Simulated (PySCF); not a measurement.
# From one method to the next for ZnH⁺

Starting from one script, swap the method and compare what comes out for ZnH⁺.

Program: PySCF 2.14.0. Level of theory: method and basis as typed in the scripts. These are calculated values, not measurements.

1 further run of the same task is left out (it didn't finish).

### Step 1. Starting geometry

ZnH⁺: 2 atoms, charge 1, spin multiplicity 1.

Bond lengths: Zn1–H2 1.610 Å.

### Step 2. Base script

Contents of input.py:

```python
from pyscf import gto, scf

mol = gto.M(
    atom='Zn 0 0 0; H 0 0 1.61',
    basis='jorge-dzp',
    charge=1,
    spin=0,
    symmetry=True,
    verbose=4,
)
mf = scf.RHF(mol)
mf.kernel()
mf.dip_moment()
print('orbital energies (hartree):', mf.mo_energy[..., max(0, mol.nelec[1]-3):mol.nelec[0]+3].round(4))
```

Started as:

```
$ OMP_NUM_THREADS=1 python input.py
```

### Step 3. Geometry optimisation

Edit 1 changes step after the SCF: none → optimize.

Edit input.py of step 2 so:

```diff
@@ -1,2 +1,3 @@
 from pyscf import gto, scf
+from pyscf.geomopt.geometric_solver import optimize
 
@@ -12,3 +13,5 @@
 mf.kernel()
-mf.dip_moment()
+mol_eq = optimize(mf, maxsteps=30)
+print('optimised geometry (angstrom)')
+print(mol_eq.tostring('raw'))
 print('orbital energies (hartree):', mf.mo_energy[..., max(0, mol.nelec[1]-3):mol.nelec[0]+3].round(4))
```

### Step 4. Bhandhlyp (RKS)

Edit 2 changes functional: none (Hartree–Fock) → bhandhlyp; SCF type: RHF → RKS; step after the SCF: none → analyze.

Contents of input.py:

```python
from pyscf import gto, dft

mol = gto.M(
    atom='Zn 0 0 0; H 0 0 1.61',
    basis='jorge-dzp',
    charge=1,
    spin=0,
    symmetry=True,
    verbose=4,
)
mf = dft.RKS(mol, xc='bhandhlyp')
mf.kernel()
mf.analyze()
print('orbital energies (hartree):', mf.mo_energy[..., max(0, mol.nelec[1]-3):mol.nelec[0]+3].round(4))
```

### Step 5. ROHF

Edit 3 changes SCF type: RHF → ROHF.

Edit input.py of step 2 so:

```diff
@@ -10,3 +10,3 @@
 )
-mf = scf.RHF(mol)
+mf = scf.ROHF(mol)
 mf.kernel()
```

### Step 6. B3lyp5 (RKS)

Edit 4 changes functional: none (Hartree–Fock) → b3lyp5; SCF type: RHF → RKS; step after the SCF: none → analyze.

Contents of input.py:

```python
from pyscf import gto, dft

mol = gto.M(
    atom='Zn 0 0 0; H 0 0 1.61',
    basis='jorge-dzp',
    charge=1,
    spin=0,
    symmetry=True,
    verbose=4,
)
mf = dft.RKS(mol, xc='b3lyp5')
mf.kernel()
mf.analyze()
print('orbital energies (hartree):', mf.mo_energy[..., max(0, mol.nelec[1]-3):mol.nelec[0]+3].round(4))
```

### Step 7. Frequency run

Edit 5 changes step after the SCF: none → frequency.

Edit input.py of step 2 so:

```diff
@@ -1,2 +1,3 @@
 from pyscf import gto, scf
+from pyscf.hessian import thermo
 
@@ -12,2 +13,4 @@
 mf.kernel()
+hess = mf.Hessian().kernel()
+print('wavenumber (cm^-1) =', thermo.harmonic_analysis(mol, hess)['freq_wavenumber'].round(1))
 mf.dip_moment()
```

Q: Predict the outcome of this session. Wanted: for each run, E(SCF); from base; gap; after the SCF.

**Answer**, as computed:

| run | E(SCF) (hartree) | from base (eV) | cycles | gap (eV) | after the SCF |
| --- | --- | --- | --- | --- | --- |
| base | -1777.940026 | 0 | 10 | 11.31 | n/a |
| geometry optimisation | -1777.940026 | 0.0000 | 10 | 11.31 | bond 1.543 Å, -0.030 eV |
| bhandhlyp (RKS) | -1779.473310 | not comparable | 9 | 7.78 | n/a |
| ROHF | -1777.940026 | 0.0000 | 10 | n/a | n/a |
| b3lyp5 (RKS) | -1779.441043 | not comparable | 9 | 5.58 | n/a |
| frequency run | -1777.940026 | 0.0000 | 10 | 11.31 | highest mode 1769 cm⁻¹ |

SCF columns refer to the geometry typed in the script.

What this shows: No change of the SCF energy comes from ROHF. The gap between the frontier levels is 5.6 eV with b3lyp5 (20 % exact exchange) and 7.8 eV with bhandhlyp (50 %): exact exchange opens it. A lower total energy from another functional means nothing by itself. The dearest run is “frequency run”, at 18 s against 1.2 s.
